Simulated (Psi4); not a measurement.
# CH3ClFIn (SMILES [CH3][In]([F])[Cl]): a chain of runs

Wanted: a geometry optimisation (B3LYP-D3(BJ)/def2-SVP), then vibrational wavenumbers of CH3ClFIn. 

The calculation is run with Psi4 1.11.

## Step 1: Starting point

CH3ClFIn: 7 atoms, total charge 0, spin state singlet. SMILES: `[CH3][In]([F])[Cl]`. The shape is that of a PBE0-D4/def2-TZVP optimisation. The run starts from this shape.

Bond lengths: C1–In2 2.122 Å, In2–F3 1.947 Å, In2–Cl4 2.316 Å, C1–H5 1.089 Å, C1–H6 1.090 Å, C1–H7 1.088 Å. Angles: C1–In2–F3 121.8°, C1–In2–Cl4 129.4°, F3–In2–Cl4 108.8°, In2–C1–H5 109.1°, In2–C1–H6 108.9°, In2–C1–H7 109.1°, H5–C1–H6 109.2°, H5–C1–H7 110.4°, H6–C1–H7 110.2°.

## Step 2: A geometry optimisation at B3LYP-D3(BJ)/def2-SVP (density fitting, core potential) (run 1)

Contents of calc.in:

```
memory 1.6 GB

molecule {
  C     -0.390800     0.951400     0.427300
  In     0.391000    -0.846100    -0.384300
  F      2.306000    -1.125500    -0.600500
  Cl    -0.728400    -2.728700    -1.135500
  H     -1.112900     1.373000    -0.270800
  H     -0.891300     0.725700     1.368500
  H      0.426300     1.650400     0.595200
  units angstrom
}

set basis def2-SVP
set reference rks
set geom_maxiter 60

energy_value, wavefunction = opt("b3lyp-d3bj", return_wfn=True)
print_variables()
```

Launch:

```console
$ psi4 calc.in calc.out -n 1
```

calc.out:

```text
[...]
  Running in c1 symmetry.
[...]
  Nuclear repulsion =  240.938696889581763
[...]
  Multiplicity = 1
[...]
  Nalpha       = 28
  Nbeta        = 28
[...]
    Number of basis functions: 87
[...]
   @DF-RKS iter   1:  -789.63557723131862   -1.03823e+00   9.93940e-03 ADIIS/DIIS
[...]
   @DF-RKS iter   8:  -789.99651416317067   -5.68434e-13   2.06034e-09 DIIS
[...]
  @DF-RKS Final Energy:  -789.99651416317067
   => Energetics <=
    Nuclear Repulsion Energy =            237.3901414645259820
    One-Electron Energy =               -1636.6437677723126853
    Two-Electron Energy =                 659.4521597590807005
    DFT Exchange-Correlation Energy =     -50.1866103782538957
    Empirical Dispersion Energy =          -0.0084372362106377
    VV10 Nonlocal Energy =                  0.0000000000000000
    Total Energy =                       -789.9965141631706729
[...]
 Multipole Moments:
 ------------------------------------------------------------------------------------
     Multipole            Electronic (a.u.)      Nuclear  (a.u.)        Total (a.u.)
 ------------------------------------------------------------------------------------
 L = 1.  Multiply by 2.5417464519 to convert [e a0] to [Debye]
 Dipole X            :          8.9310643           -9.6997682           -0.7687038
 Dipole Y            :          9.4743967           -8.2025295            1.2718672
 Dipole Z            :          3.5755622           -2.9913095            0.5842527
 Magnitude           :                                                    1.5968416
[...]
  -Total Gradient:
     Atom            X                  Y                   Z
    ------   -----------------  -----------------  -----------------
       1       -0.000196426240     0.000398160915     0.000183683040
       2       -0.000184180306    -0.000230954213    -0.000090582440
       3        0.000088916340     0.000088424677     0.000026048888
       4        0.000063774041     0.000027220480     0.000012697088
       5        0.000057531959    -0.000119571413     0.000000190048
       6        0.000041203622    -0.000093710047    -0.000102693930
       7        0.000001067324    -0.000171069697    -0.000069342380
[...]
    Final optimized geometry and variables:
    Molecular point group: c1
    Full point group: C1
    Geometry (in Angstrom), charge = 0, multiplicity = 1:
    C           -0.719636851583     2.055027550877     0.918926371791
    IN           0.092507267175     0.237612595606     0.096827273415
    F            2.027452819126    -0.050255197835    -0.120835406220
    CL          -1.084502619893    -1.661481143254    -0.658897911181
    H           -1.448152595468     2.463703458094     0.206259628889
    H           -1.221135371852     1.809881483288     1.864795995430
    H            0.101029376273     2.763269793690     1.087863734000
  Variable Map:
  ----------------------------------------------------------------------------
  "B3LYP-D3(BJ) DISPERSION CORRECTION ENERGY" =>      -0.008437236211
[...]
```

The script printed:

```text
Optimizer: Optimization complete!
```

It took 2.3 min on 1 thread of Intel Xeon at 2.50GHz (Skylake/Cascade Lake), shared host; peak memory 0.6 GiB.

Step by step:

```csv
step,energy from the first frame kept (eV),largest force (eV/Å)
0,0.0000,0.6255
1,-0.0271,0.1972
2,-0.0287,0.0514
3,-0.0288,0.0212
4,-0.0288,0.0298
5,-0.0287,0.0247
```

After the run. Bond lengths: C1–In2 2.154 Å, In2–F3 1.968 Å, In2–Cl4 2.359 Å, C1–H5 1.098 Å, C1–H6 1.098 Å, C1–H7 1.097 Å. Angles: C1–In2–F3 122.4°, C1–In2–Cl4 127.8°, F3–In2–Cl4 109.7°, In2–C1–H5 108.5°, In2–C1–H6 108.2°, In2–C1–H7 108.8°, H5–C1–H6 109.8°, H5–C1–H7 110.9°, H6–C1–H7 110.7°.

## Step 3: The harmonic vibrations at B3LYP-D3(BJ)/def2-SVP (density fitting, core potential) (run 2)

Contents of job.in:

```
memory 1600 mb

molecule {
  0 1
  C
  In 1 2.1537
  F 2 1.968314 1 122.43388
  Cl 2 2.358607 3 109.71717 1 -179.87553
  H 1 1.098018 2 108.45266 3 125.51891
  H 1 1.098301 5 109.82139 2 -118.069
  H 1 1.097106 5 110.85321 6 -122.60734
  units angstrom
}

set {
  basis                      def2-SVP
  t                          500.0
  rotational_symmetry_number 1
}

e = freq('b3lyp-d3bj2b')
```

Launch:

```console
$ psi4 -n 1 job.in job.out
```

job.out, shortened:

```text
[...]
  Running in c1 symmetry.
[...]
  Nuclear repulsion =  237.390157456237745
[...]
  Multiplicity = 1
[...]
  Nalpha       = 28
  Nbeta        = 28
[...]
    Number of basis functions: 87
[...]
   @DF-RKS iter   1:  -789.63654274504586   -1.12081e+00   9.92302e-03 ADIIS/DIIS
[...]
   @DF-RKS iter  12:  -789.99651351616467   -9.09495e-13   3.07451e-09 DIIS
[...]
  @DF-RKS Final Energy:  -789.99651351616467
   => Energetics <=
    Nuclear Repulsion Energy =            237.3901325690371209
    One-Electron Energy =               -1636.6436395542943956
    Two-Electron Energy =                 659.4520335180286565
    DFT Exchange-Correlation Energy =     -50.1866027756240243
    Empirical Dispersion Energy =          -0.0084372733120933
    VV10 Nonlocal Energy =                  0.0000000000000000
    Total Energy =                       -789.9965135161646685
[...]
  -Total Gradient:
     Atom            X                  Y                   Z
    ------   -----------------  -----------------  -----------------
       1        0.000353737834     0.000521965456    -0.000471129921
       2        0.000053720259     0.000331056662     0.000160916989
       3       -0.000012459747    -0.000116415265    -0.000060752977
       4       -0.000000954655    -0.000068718257     0.000004673252
       5        0.000008874468    -0.000067596053     0.000122810135
       6       -0.000343651514    -0.000167657090     0.000344019305
       7       -0.000061405953    -0.000272755341    -0.000047914456
[...]
  ==> Harmonic Vibrational Analysis <==
[...]
  Freq [cm^-1]                 34.2952i            91.6321             112.7722
[...]
  IR activ [km/mol]             0.0196              3.0575             11.1437
[...]
  Freq [cm^-1]                 135.9113            359.8977            500.4811
[...]
  IR activ [km/mol]            21.4063             39.8078             10.6952
[...]
  Freq [cm^-1]                 602.0942            735.6110            755.0815
[...]
  IR activ [km/mol]            62.8181             30.0315             45.4130
[...]
  Freq [cm^-1]                1179.1073           1428.5789           1429.9618
[...]
  IR activ [km/mol]             5.1230              1.9066              2.9706
[...]
  Freq [cm^-1]                3059.4788           3175.0041           3187.4998
[...]
  IR activ [km/mol]             1.7687              0.0185              0.0108
[...]
```

Standard output:

```text
Warning: thermodynamics relations excluded imaginary frequencies: ['34.2952i']
Warning: used thermodynamics relations inappropriate for low-frequency modes: ['91.6321' '112.7722' '135.9113' '359.8977' '500.4811' '602.0942']
```

Run time: 13 min. Hardware: 1 thread of Intel Xeon at 2.50GHz (Skylake/Cascade Lake), shared host; peak memory 0.59 GiB.

## Step 4: What came out

| quantity | value |
| --- | --- |
| run 1, B3LYP-D3(BJ)/def2-SVP: total energy at the end | -789.99651 Eh |
| run 1, B3LYP-D3(BJ)/def2-SVP: dipole moment | 4.06 D |
| run 1, B3LYP-D3(BJ)/def2-SVP: HOMO energy | -8.19 eV |
| run 1, B3LYP-D3(BJ)/def2-SVP: LUMO energy | -1.93 eV |
| run 1, B3LYP-D3(BJ)/def2-SVP: HOMO–LUMO gap | 6.25 eV |
| run 1, B3LYP-D3(BJ)/def2-SVP: dispersion energy | -22.15 kJ/mol |
| run 2, B3LYP-D3(BJ)/def2-SVP: lowest harmonic wavenumber | 34i cm⁻¹ (imaginary) |
| run 2, B3LYP-D3(BJ)/def2-SVP: highest harmonic wavenumber | 3188 cm⁻¹ |

The optimisation (run 1, B3LYP-D3(BJ)/def2-SVP) took 6 steps and changed the energy by -0.029 eV. 1 mode is imaginary (lowest 34i cm⁻¹); so small a value may be numerical noise or a very soft motion.
